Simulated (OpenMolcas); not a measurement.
# CHBClN (SMILES N#CBCl): a first try and a second

Wanted: a single-point energy of CHBClN, SOS-MP2/ANO-S-MB (RICD fitting).

Program for the calculation: OpenMolcas 26.06.

2 further runs of the same task are left out: 1 that didn't finish, 1 set aside as unsound or not needed.

### 1 The structure to begin with

CHBClN: 5 atoms, total charge 0, spin state singlet. SMILES: `N#CBCl`. The shape is that of a PBE0-D4/def2-TZVP optimisation.

Bond lengths: N1–C2 1.152 Å, C2–B3 1.528 Å, B3–Cl4 1.723 Å, B3–H5 1.187 Å. Angles: N1–C2–B3 178.6°, C2–B3–Cl4 119.2°, C2–B3–H5 120.7°, Cl4–B3–H5 120.1°.

### 2 First attempt

File input.xyz:

```xyz
5

N      1.053200    -1.411100     1.218200
C      0.513400    -0.630900     0.564200
B     -0.176600     0.429700    -0.293300
Cl    -1.594500     0.005200    -1.176200
H      0.254400     1.533500    -0.354200
```

File test.inp:

```
&GATEWAY
 COORD=input.xyz
 BASIS=ANO-S-MB
 GROUP=NoSym
 RICD
 ACD

&SEWARD

&SCF
 ITERATIONS=100
 CORE
 NODIIS
 NODAMP
 PRORBITALS=1 1

&MBPT2
 SOSMP2
 FROZEN=8
```

The run is started by

```console
$ export MOLCAS_MEM=1860
$ pymolcas test.inp > test.log
```

Log:

```text
--- Start Module: gateway ---

                                              &GATEWAY

                       available to each process: 1.9 GB of memory, 1 thread

++    Symmetry information:
      ---------------------

                    Character Table for C1

                             E
                    a        1  x, y, xy, Rz, z, xz, Ry, yz, Rx, I
--

++    Basis set information:
      ----------------------

      Basis set label: N.ANO-S...2S1P.

      Electronic valence basis set:
      ------------------
      Associated Effective Charge   7.000000 au
      Associated Actual Charge      7.000000 au
      Nuclear Model: Point charge

      Shell  nPrim  nBasis  Cartesian Spherical Contaminant
         s      10       2        X
         p       6       1        X

      Basis set label: C.ANO-S...2S1P.

      Electronic valence basis set:
      ------------------
      Associated Effective Charge   6.000000 au
      Associated Actual Charge      6.000000 au
      Nuclear Model: Point charge

      Shell  nPrim  nBasis  Cartesian Spherical Contaminant
         s      10       2        X
         p       6       1        X

      Basis set label: B.ANO-S...2S1P.

[... 138 lines left out ...]
      Nuclear repulsion energy =  106.51089686
[... 39 lines left out ...]
++ Convergence information
                                   SCF        iterations: Energy and convergence statistics
[... 9 lines left out ...]
       No convergence after  99 Iterations
[... 4 lines left out ...]
 *                                             SCF/KS-DFT Program, Final results                                             *
 *                                                       Final Results                                                       *
[... 84 lines left out ...]
++    Molecular properties:
      ---------------------

      Charge (e):
                      =   -0.0000
      Dipole Moment (debye):
      Origin of the operator (angstrom)=   -0.5006   -0.2860   -0.2862
                   X=  4.1221E+01               Y= -5.5728E+01               Z=  4.8648E+01           Total=  8.4684E+01
      Quadrupole Moment (debye*angstrom):
      Origin of the operator (angstrom)=   -0.5006   -0.2860   -0.2862
                  XX=  6.2765E+00              XY= -5.3976E+01              XZ=  5.5309E+01              YY= -4.6811E+01
                  YZ= -3.8440E+01              ZZ=  8.0423E+00
      In traceless form (debye*angstrom)
                  XX=  2.5661E+01              XY= -8.0963E+01              XZ=  8.2963E+01              YY= -5.3970E+01
                  YZ= -5.7660E+01              ZZ=  2.8310E+01
--

--- Stop Module: scf /rc=_RC_NOT_CONVERGED_ ---
--- Module scf spent 1 second ---

.#######################.
.# Convergence problem #.
.#######################.

    Timing: Wall=2.64 User=2.25 System=0.34
```

Wall time 2.8 s (1 thread of Arm Neoverse V2, shared host); peak memory 0.24 GiB.

### 3 Diagnosis

The iterations ended before the threshold was met.

The cause is that the convergence aids are set badly. The sound input differs in these keys, not all of which need be the cause: solver default in place of NoDIIS NoDamp; starting guess default in place of core.

### 4 Try two

input.xyz is that of step 2.

File test.inp:

```
* CHBClN SOS-MP2

&GATEWAY
  Coord=input.xyz
  Basis=ANO-S-MB
  Group=NoSym
  RICD
  aCD

&SEWARD

&SCF
  Thresholds=1e-11 1e-08 1e-08 1e-06
  PrOrbitals=1

&MBPT2
  SOSMP2
  Frozen=8
```

The run is started by

```console
$ export MOLCAS_MEM=300
$ pymolcas test.inp > test.log
```

Log:

```text
--- Start Module: gateway ---
[...]
--- Stop Module: gateway /rc=_RC_ALL_IS_WELL_ ---
[...]
      Basis functions           25
[...]
--- Start Module: scf ---
[...]
       Convergence after  16 Iterations
[...]
::    Total SCF energy                               -576.7709917616
[...]
      Total spin, S                                     0.0000000000
[...]
      Total electronic charge=   36.000000
      Total            charge=   -0.000000
[...]
      Dipole Moment (debye):
      Origin of the operator (angstrom)=   -0.5006   -0.2860   -0.2862
                   X= -1.0679E+00               Y=  1.7060E+00               Z= -1.3487E+00           Total=  2.4228E+00
      Quadrupole Moment (debye*angstrom):
[...]
--- Stop Module: scf /rc=_RC_ALL_IS_WELL_ ---
--- Start Module: mbpt2 ---
[...]
WARNING!
Default frozen orbitals as non valence orbitals is overwritten by user input.
Default values:   8
[...]
::    Total MBPT2 energy                             -576.9268197281
[...]
--- Stop Module: mbpt2 /rc=_RC_ALL_IS_WELL_ ---
[...]
```

It took 1.7 s on 1 thread of Arm Neoverse V2, shared host; peak memory 0.24 GiB.

### 5 What came out

Level: SOS-MP2/ANO-S-MB (RICD fitting).

```
                                   quantity          value
                               total energy  -576.92682 Eh
         dipole moment (mean-field density)         2.42 D
        HOMO energy (Hartree–Fock orbitals)      -14.76 eV
        LUMO energy (Hartree–Fock orbitals)       -1.87 eV
      HOMO–LUMO gap (Hartree–Fock orbitals)       12.88 eV
correlation energy (8 core orbitals frozen)     -155.8 mEh
```

What this shows: Mulliken charges of the mean-field density run from -0.19 on N1 to +0.32 on B3.
